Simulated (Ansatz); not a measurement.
What does this script print? It uses the Ansatz DFT code, driven from Python.

`bh7si3_tae.py`
```python
from collections import Counter

import ansatz as az
from ase import Atoms


def energy(molecule, charge=0, unpaired=0):
    calc = (
        molecule.calculation()
        .basis(gaussian="STO-3G")
        .functional("B3LYP")
        .accuracy("medium")
        .scf(lower_state_search="standard")
    )
    if charge:
        calc = calc.charge(charge)
    if unpaired:
        calc = calc.spin("collinear", total=unpaired)
    return calc.run(threads=1, backend="cpu").report["free_energy_ev"]

atoms = Atoms(["Si", "Si", "B", "Si", "H", "H", "H", "H", "H", "H", "H"], positions=[
    [-1.2353, 1.3199, -0.459],
    [-0.5637, -0.6552, 0.1528],
    [0.9807, -0.5055, 1.3895],
    [1.4128, -1.0983, -0.5002],
    [-2.0834, 1.2313, -1.7144],
    [-2.1076, 1.9576, 0.6005],
    [-0.1007, 2.2386, -0.7226],
    [-1.4527, -1.7138, 0.5093],
    [1.4436, -0.2284, 2.5153],
    [2.0607, -0.0754, -1.2335],
    [1.7109, -2.5278, -0.5171],
])
bh7si3 = az.Crystal.molecule_from_ase(atoms)

unpaired = {"Si": 2, "B": 1, "H": 1}
counts = Counter(site.symbol for site in bh7si3.cartesian_sites)
atom_energy = {s: energy(az.Crystal.molecule().atom(s, (0, 0, 0)), 0, unpaired[s]) for s in counts}
whole = energy(bh7si3, 0, 0)
for s, e in atom_energy.items():
    print(f"{s:2s} x{counts[s]}  {e:14.5f} eV")
print(f"BH7Si3: {whole:.5f} eV")
split = sum(counts[s] * e for s, e in atom_energy.items()) - whole
print(f"atomisation energy (no zero-point term): {23.060548 * split:.1f} kcal/mol, {split / sum(counts.values()):.3f} eV an atom")
```

```console
$ python bh7si3_tae.py
Si x3     -7780.88064 eV
B  x1      -660.73433 eV
H  x7       -12.72221 eV
BH7Si3: -24138.14480 eV
atomisation energy (no zero-point term): 1054.2 kcal/mol, 4.156 eV an atom
```

1054.2 kcal/mol from the electronic energies, without the zero-point term.

The settings weren't tested for convergence. The geometry is a force-field or estimated start, not a minimum of this method, and the basis set is short of its limit. All parts are taken at fixed geometry, without zero-point energy. b3lyp holds the VWN-RPA fit, as in Gaussian; the form of ORCA and Turbomole is b3lyp5. Finished in 1.3 s on 1 thread of Intel(R) Xeon(R) 6975P-C (Granite Rapids), on a shared host, peak memory 0.18 GiB.

(Lines on the test bed's own set-up are left out of the output.)
